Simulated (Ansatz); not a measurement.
SnTe3 in Ansatz: convergence with k mesh

Input of the first run (k mesh 2 × 2 × 2); the others differ in this setting and in those tied to it:

File input.yaml:

```yaml
crystal:
  lattice:
    - [0.0, 3.861219, 3.861219]
    - [3.861219, 0.0, 3.861219]
    - [3.861219, 3.861219, 0.0]
  atoms:
    - { symbol: Te, position: [0.5, 0.5, 0.5] }
    - { symbol: Te, position: [0.75, 0.75, 0.75] }
    - { symbol: Te, position: [0.25, 0.25, 0.25] }
    - { symbol: Sn, position: [0.0, 0.0, 0.0] }
hamiltonian:
  xc: pbe
  pseudopotentials: { kind: paw, level: accurate }
kpoints:
  mp_grid: { grid: [2, 2, 2] }
scf:
  occupations: { method: gaussian, width: 0.05 }
output:
  forces: true
  stress: true
  eigenvalues: true
```

Potentials or basis: Ansatz PAW earlier set.

Launch:

```sh
$ ansatz run input.yaml --threads 2 --pin off --max-ram 5632MiB --backend cpu --events-out ev --progress --plain --runs-dir out
```

The cell comes from a database or a generator and needn't be the stable form of this composition.

Hardware: 2 threads of Arm Neoverse V2, on a shared host.

Problem. The values tried are 2 × 2 × 2, 3 × 3 × 3, 4 × 4 × 4, 5 × 5 × 5, 6 × 6 × 6, 7 × 7 × 7, 8 × 8 × 8, 10 × 10 × 10, loosest first. From which on does the pressure stay within 0.1 GPa of the tightest run that finished?

Solution. From 8 × 8 × 8 on.

```
      k mesh  energy less the tightest run, at zero smearing (meV/atom)  pressure (GPa)  SCF cycles  CPU time (s)  peak memory (GiB)
   2 × 2 × 2                                                     145.76            4.67          10           3.5                0.5
   3 × 3 × 3                                                      19.51           -2.25           8           4.2               0.52
   4 × 4 × 4                                                       4.23            0.28           7           6.6               0.54
   5 × 5 × 5                                                      29.58            0.25           8           8.4               0.56
   6 × 6 × 6                                                       5.32            0.26           7            11               0.59
   7 × 7 × 7                                                       9.48            0.21           7            13               0.61
   8 × 8 × 8                                                       0.64            0.08           7            19               0.65
10 × 10 × 10                                                       0.00            0.02           7            29               0.76
```

Against the tightest run, the energy stays within 1 meV/atom from 8 × 8 × 8 on. Meshes of other sizes hit other points, so gaps and Fermi surfaces needn't settle smoothly. The tightest run that finished is the yardstick and may itself not be fully converged.

The run has no spin-orbit coupling, so splittings on Te are missing.
